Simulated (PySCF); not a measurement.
# Cl3Ni (NiCl3): the cost of one run

Computed with PySCF 2.14.0 and routines of our own; the level stands in each step. Atoms count from 0.

### 1 The starting structure

4 atoms, charge 0, states of the metal's open shell are computed; geometry from: model start, shaken.

### 2 Geometry optimisation at PBE0-D3(BJ)/def2-TZVP

The job: settings as JSON, then the geometry in Å.

```
{"job": {"xc": "PBE0", "basis": "def2-TZVP", "d3": "d3bj", "grid": 1, "maxiter": 45, "kind": "geom"}, "charge": 0, "metal": "Ni", "open_shell": "d7"}
Ni     0.000020     0.004480    -0.004110
Cl     2.116640    -0.006820    -0.014870
Cl    -1.064100     1.864740    -0.007380
Cl    -1.074310    -1.837290     0.005350
```

The run is started by

```bash
OMP_NUM_THREADS=1 python lf_run.py task.json out
```

This one command runs all jobs of the session in turn.

Q: Estimate the wall time and peak memory of this first job on 1 thread of Arm Neoverse V2, shared host.

About 2.4 min, with a peak of 0.52 GiB.
